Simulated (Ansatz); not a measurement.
# HfC, space group Fm-3m: a point defect in a supercell

Computed with Ansatz 0.2.0 through its Python package.

Notebook, run cell by cell (the value of a cell's last expression is shown):

In [1]:
```python
import warnings

import ansatz
import numpy as np
```

In [2]:
```python
MESH = (3, 3, 3)
FILLING = "Marzari-Vanderbilt"
SMEARING_WIDTH = 0.05
XC = "pbe"
```

In [3]:
```python
warnings.simplefilter("ignore", ansatz.DeckWarning)
```

In [4]:
```python
crystal = (
    ansatz.Lattice.of((0.0, 2.325, 2.325), (2.325, 0.0, 2.325), (2.325, 2.325, 0.0))
    .atom("Hf", (0.5, 0.5, 0.5))
    .atom("C", (0.0, 0.0, 0.0))
)
host = crystal.supercell(2, 2, 2)
defective = host.substitution("N", at=(0.0, 0.0, 0.0), replaces="C")
```

In [5]:
```python
def with_settings(structure):
    return (
        structure.calculation()
        .kpoints(mesh=MESH)
        .occupations(FILLING, width=SMEARING_WIDTH)
        .functional(XC)
        .pseudopotentials("paw")
        .band_table()
    )
```

In [6]:
```python
perfect = with_settings(host).run(threads=1, backend="cpu").report
model = (
    with_settings(defective)
    .relax(force_tolerance=0.05, max_steps=25)
)
done = model.run(threads=1, backend="cpu")
r = done.report
```

In [7]:
```python
type(done).__name__, type(r).__name__
```
Out [7]:
```text
('RunOutcome', 'dict')
```

In [8]:
```python
n_host, n_defect = len(perfect["lattice"]["sites"]), len(r["lattice"]["sites"])
print(f"perfect cell: {n_host} atoms, F = {perfect['free_energy_ev']:.4f} eV")
print(f"defect cell:  {n_defect} atoms, F = {r['free_energy_ev']:.4f} eV")
# chemical potentials are still to be added to this difference
print(f"difference {r['free_energy_ev'] - perfect['free_energy_ev']:.4f} eV (no chemical potentials)")
```
```text
perfect cell: 16 atoms, F = -127793.0239 eV
defect cell:  16 atoms, F = -127928.1530 eV
difference -135.1292 eV (no chemical potentials)
```

In [9]:
```python
pull = np.linalg.norm(r["forces_ev_ang"], axis=1)
for atom in np.argsort(-pull)[:5]:
    print(f"force on {done.lattice.sites[atom].symbol}{atom}: {pull[atom]:.3f} eV/A")
```
```text
force on Hf2: 0.000 eV/A
force on Hf10: 0.000 eV/A
force on Hf12: 0.000 eV/A
force on Hf4: 0.000 eV/A
force on Hf8: 0.000 eV/A
```

In [10]:
```python
for site in done.lattice.sites:
    print(f"{site.symbol:2s}", " ".join(f"{v:8.4f}" for v in site.position_ang))
```
```text
Hf   2.3250   2.3250   2.3250
N    0.0000  -0.0000  -0.0000
Hf   4.6500   4.6500   2.3325
C    2.3250   2.3250   0.0000
Hf   4.6500   2.3325   4.6500
C    2.3250  -0.0000   2.3250
Hf   6.9675   4.6500   4.6500
C    4.6500   2.3250   2.3250
Hf   2.3325   4.6500   4.6500
C    0.0000   2.3250   2.3250
Hf   4.6500   6.9675   4.6500
C    2.3250   4.6500   2.3250
Hf   4.6500   4.6500   6.9675
C    2.3250   2.3250   4.6500
Hf   6.9750   6.9750   6.9750
C    4.6500   4.6500   4.6500
```

What to keep in mind:
- Total energies depend on the potentials; only differences at equal settings carry meaning. A total without «per atom» is that of the whole cell that was run.
- For a metal this k-point mesh is coarse: on a finer one energies can move by several to tens of meV an atom and pressures by half a GPa or more, differences at one mesh by less.
- The difference holds no chemical potentials.
- Errors of mesh and smearing per atom add up over the supercell, so the energy can be off by tenths of an eV.
- Spin-orbit coupling, which matters for elements this heavy, is left out.
- The starting cell is as deposited in a crystallographic database; the results hold for this polymorph, which needn't be the stable one.
- The supercell is small, so the defect meets its images and the energies aren't those of an isolated defect; a partly filled defect level may also lower its energy by spin or distortion. For a charged cell the difference holds no correction, alignment or term for the electrons' reservoir.
- Timing: 44 s on 1 thread of Arm Neoverse V1, on a shared host, peak memory 0.64 GiB.
